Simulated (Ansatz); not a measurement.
Geometry optimisation, DFT PBE-D3(BJ), scalar-relativistic, plane waves, PAW (Ansatz).

input.yaml

```yaml
crystal:
  lattice:
    - [-4.718, -2.723939, 4.272667]
    - [4.718, -2.723939, 4.272667]
    - [0.0, 5.447877, 4.272667]
  atoms:
    - { symbol: Al, position: [0.35139995, 0.35139995, 0.35140002] }
    - { symbol: Al, position: [0.14859998, 0.14859998, 0.14860001] }
    - { symbol: Al, position: [0.64859991, 0.64859991, 0.64860003] }
    - { symbol: Al, position: [0.85139988, 0.85139988, 0.85140004] }
    - { symbol: O, position: [0.59729992, 0.40269992, 0.75000002] }
    - { symbol: O, position: [0.74999992, 0.59729992, 0.40270003] }
    - { symbol: O, position: [0.40269992, 0.74999992, 0.59730003] }
    - { symbol: O, position: [0.40269994, 0.59729994, 0.25000002] }
    - { symbol: O, position: [0.24999995, 0.40269995, 0.59730001] }
    - { symbol: O, position: [0.59729994, 0.24999994, 0.40270002] }
    - { symbol: Al, position: [0.8513999, 0.8513999, 0.35140004] }
    - { symbol: Al, position: [0.64859993, 0.64859993, 0.14860003] }
    - { symbol: Al, position: [0.14859996, 0.14859996, 0.6486] }
    - { symbol: Al, position: [0.35139993, 0.35139993, 0.85140001] }
    - { symbol: O, position: [0.09729992, 0.90269992, 0.75000002] }
    - { symbol: O, position: [0.24999997, 0.09729997, 0.40270001] }
    - { symbol: O, position: [0.90269992, 0.24999992, 0.59730003] }
    - { symbol: O, position: [0.90269994, 0.09729994, 0.25000002] }
    - { symbol: O, position: [0.74999989, 0.90269989, 0.59730004] }
    - { symbol: Al, position: [0.85139991, 0.35139991, 0.85140002] }
    - { symbol: Al, position: [0.64859994, 0.14859994, 0.64860002] }
    - { symbol: Al, position: [0.14859995, 0.64859995, 0.14860002] }
    - { symbol: Al, position: [0.35139992, 0.85139992, 0.35140003] }
    - { symbol: O, position: [0.09729997, 0.40269997, 0.25000001] }
    - { symbol: O, position: [0.24999992, 0.59729992, 0.90270001] }
    - { symbol: O, position: [0.90269991, 0.74999991, 0.09730004] }
    - { symbol: O, position: [0.9026999, 0.5972999, 0.75000003] }
    - { symbol: O, position: [0.74999994, 0.40269994, 0.09730003] }
    - { symbol: O, position: [0.09729995, 0.24999995, 0.9027] }
    - { symbol: Al, position: [0.35139991, 0.85139991, 0.85140002] }
    - { symbol: Al, position: [0.14859994, 0.64859994, 0.64860002] }
    - { symbol: Al, position: [0.64859995, 0.14859995, 0.14860002] }
    - { symbol: Al, position: [0.85139992, 0.35139992, 0.35140003] }
    - { symbol: O, position: [0.59729991, 0.90269991, 0.25000004] }
    - { symbol: O, position: [0.74999992, 0.09729992, 0.90270001] }
    - { symbol: O, position: [0.40269996, 0.24999996, 0.09730002] }
    - { symbol: O, position: [0.40269995, 0.09729995, 0.75000001] }
    - { symbol: F, position: [0.09729994, 0.74999994, 0.40270002], spin: 1.0 }
    - { symbol: O, position: [0.5972999, 0.7499999, 0.90270003] }
magnetization:
  spin_polarized: true
total_charge: -2
basis:
  ecutwfc: 420.0
kpoints:
  mp_grid: { grid: [2, 2, 2] }
hamiltonian:
  xc: pbe
  dispersion: d3bj
  pseudopotentials: { kind: paw, azcp: { folder: soft_1 } }
scf:
  occupations: { method: gaussian, width: 0.02 }
  lower_state_search: "off"
relax:
  f_tol: 0.03
  max_steps: 60
  adjacent_minimum: "off"
output:
  write_density: true
  write_potential: true
  elf: true
  volumetric_format: npy
```

Run as:

```bash
$ ansatz run input.yaml --threads 4 --pin off --max-ram 10240MiB --backend cpu --events-out ev --progress --plain --runs-dir out
```

Task: Where does it end, and by what steps?

Result: It converged. Limits of this set-up: coarse k mesh, a small cell, in which the defect meets its images, a typed lattice constant that wasn't relaxed here, charged cell in a uniform background, uncorrected. After 13 steps the energy has fallen by 4.952 eV; Al2 moved furthest, 0.81 Å. Parted: Al2–O24 (1.94 → 2.94 Å), Al23–F38 (1.94 → 2.55 Å). Joined: Al2–Al11 (3.20 → 2.83 Å), Al2–Al22 (3.46 → 2.51 Å), Al2–Al30 (3.20 → 2.46 Å).

```json
{"step": "0", "energy less start (eV)": "0.0000", "largest force component (eV/Å)": "3.053", "accepted": "yes"}
{"step": "1", "energy less start (eV)": "-1.1875", "largest force component (eV/Å)": "3.360", "accepted": "yes"}
{"step": "2", "energy less start (eV)": "-2.9470", "largest force component (eV/Å)": "3.227", "accepted": "yes"}
{"step": "3", "energy less start (eV)": "-3.7422", "largest force component (eV/Å)": "1.102", "accepted": "yes"}
{"step": "4", "energy less start (eV)": "-4.1119", "largest force component (eV/Å)": "1.118", "accepted": "yes"}
{"step": "5", "energy less start (eV)": "-4.4328", "largest force component (eV/Å)": "0.722", "accepted": "yes"}
{"step": "6", "energy less start (eV)": "-4.7012", "largest force component (eV/Å)": "0.710", "accepted": "yes"}
{"step": "7", "energy less start (eV)": "-4.8490", "largest force component (eV/Å)": "0.581", "accepted": "yes"}
{"step": "8", "energy less start (eV)": "-4.7619", "largest force component (eV/Å)": "1.076", "accepted": "no"}
{"step": "9", "energy less start (eV)": "-4.9333", "largest force component (eV/Å)": "0.222", "accepted": "yes"}
{"step": "10", "energy less start (eV)": "-4.9493", "largest force component (eV/Å)": "0.090", "accepted": "yes"}
{"step": "11", "energy less start (eV)": "-4.9508", "largest force component (eV/Å)": "0.069", "accepted": "yes"}
{"step": "12", "energy less start (eV)": "-4.9513", "largest force component (eV/Å)": "0.037", "accepted": "yes"}
{"step": "13", "energy less start (eV)": "-4.9518", "largest force component (eV/Å)": "0.010", "accepted": "yes"}
```

```xyz
39
Lattice="-4.7180 -2.7239 4.2727 4.7180 -2.7239 4.2727 0.0000 5.4479 4.2727" Properties=species:S:1:pos:R:3
Al 0.069 -0.037 4.403
Al -0.548 0.118 1.323
Al 0.018 0.002 8.296
Al 0.003 -0.010 10.928
O -0.911 1.357 7.494
O -0.684 -1.436 7.430
O 1.674 0.108 7.478
O 0.924 -1.379 5.369
O 0.733 1.472 5.389
O -1.614 -0.153 5.349
Al 0.007 -2.773 8.784
Al 0.015 -2.710 6.151
Al 0.013 2.702 4.054
Al -0.032 2.782 6.645
O 3.862 1.249 7.342
O -0.680 1.241 3.304
O -3.061 0.072 7.491
O -3.789 -1.400 5.364
O 0.748 -1.270 9.595
Al -2.380 1.370 8.806
Al -2.338 1.280 6.180
Al 2.453 -1.481 4.150
Al 2.401 -1.417 6.731
O 1.581 -0.078 3.339
O 1.592 2.629 7.509
O -0.687 -3.917 7.385
O -1.454 0.077 9.663
O -1.642 -2.636 5.349
O 0.685 3.987 5.320
Al 2.424 1.371 8.950
Al 2.303 1.489 6.301
Al -2.333 -1.369 4.063
Al -2.404 -1.475 6.686
O 1.437 -2.742 7.537
O -3.079 2.598 7.480
O -0.729 -1.314 3.280
O -1.447 2.615 5.352
F 3.082 0.464 5.144
O 0.714 1.224 9.605
```

Whether the end is a true minimum wasn't checked by a vibrational analysis.

Run time: 5.5 min on 4 threads of Arm Neoverse V2 (shared host), peak memory 1.5 GiB.
